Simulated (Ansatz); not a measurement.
**C3H5AlO: basis-set convergence**

An exercise on one series of results from a longer session: the logs are not shown, and one member is left open.

Method: one geometry, several basis sets; program: Ansatz 0.2.0, Gaussian basis.

Levels to be run: PBE0-D4/def2-SVP; ωB97M-V/def2-SVP; PBE0-D4/def2-QZVPP; ωB97M-V/def2-QZVPP; the functionals' def2-TZVPP values are taken from earlier runs.

**The geometry**

All runs share one geometry, relaxed beforehand with PBE0-D4 in a triple-zeta def2 set.

SMILES `C1=[CH][AlH][CH2]O1`, 10 atoms, charge 0, spin multiplicity 1.

Atoms are counted from 1 here; the program's logs count them from 0.

Bond lengths: C1–C2 1.350 Å, C1–O5 1.341 Å, C1–H6 1.089 Å, C2–Al3 1.895 Å, C2–H7 1.082 Å, Al3–C4 1.979 Å, Al3–H8 1.582 Å, C4–O5 1.446 Å, C4–H9 1.095 Å, C4–H10 1.095 Å. Angles: C2–C1–O5 125.5°, C2–C1–H6 124.9°, O5–C1–H6 109.6°, C1–C2–Al3 104.8°, C1–C2–H7 116.9°, Al3–C2–H7 138.2°, C2–Al3–C4 90.5°, C2–Al3–H8 137.8°, C4–Al3–H8 131.7°, Al3–C4–O5 103.9°, Al3–C4–H9 116.1°, Al3–C4–H10 116.3°, O5–C4–H9 106.7°, O5–C4–H10 106.7°, H9–C4–H10 106.4°, C1–O5–C4 115.3°.

The first run:

in.yaml

```yaml
crystal:
  periodic: [false, false, false]
  atoms:
    - {symbol: C, position_ang: [-0.770795, 0.377067, -1.007158]}
    - {symbol: C, position_ang: [-0.541270, -0.949490, -0.900854]}
    - {symbol: Al, position_ang: [0.586134, -1.127379, 0.611719]}
    - {symbol: C, position_ang: [0.556703, 0.832588, 0.883930]}
    - {symbol: O, position_ang: [-0.281316, 1.319940, -0.189136]}
    - {symbol: H, position_ang: [-1.385595, 0.843059, -1.775905]}
    - {symbol: H, position_ang: [-1.007629, -1.587867, -1.639143]}
    - {symbol: H, position_ang: [1.303760, -2.289818, 1.409047]}
    - {symbol: H, position_ang: [0.105591, 1.181650, 1.818390]}
    - {symbol: H, position_ang: [1.517516, 1.348950, 0.792009]}
basis:
  gaussian: {orbitals: def2-SVP}
hamiltonian: {xc: pbe0, dispersion: d4}
output: {orbitals: {seedname: orbitals}}
```

The run is started by

```
ansatz run in.yaml --threads 2 --pin off --events-out ev --progress --plain --max-ram 4352MiB
```

Among the steps run: PBE0-D4 in def2-SVP; ωB97M-V in def2-SVP; PBE0-D4 in def2-QZVPP; ωB97M-V in def2-QZVPP.

One of the session's tables, all rows but one given; the rest of the session is left out.

It belongs to the step «Functionals by basis». 

```
functional       basis  HOMO (eV)
   PBE0-D4    def2-SVP      -6.68
   PBE0-D4  def2-TZVPP      -6.75
   PBE0-D4  def2-QZVPP      -6.77
   ωB97M-V    def2-SVP          ?
   ωB97M-V  def2-TZVPP      -8.92
   ωB97M-V  def2-QZVPP      -8.95
```

Q: Estimate the row for ωB97M-V, def2-SVP from the others.

As computed: HOMO (eV): -8.84. In the column «HOMO (eV)» it lies between ωB97M-V, def2-TZVPP (-8.92) and PBE0-D4, def2-QZVPP (-6.77).
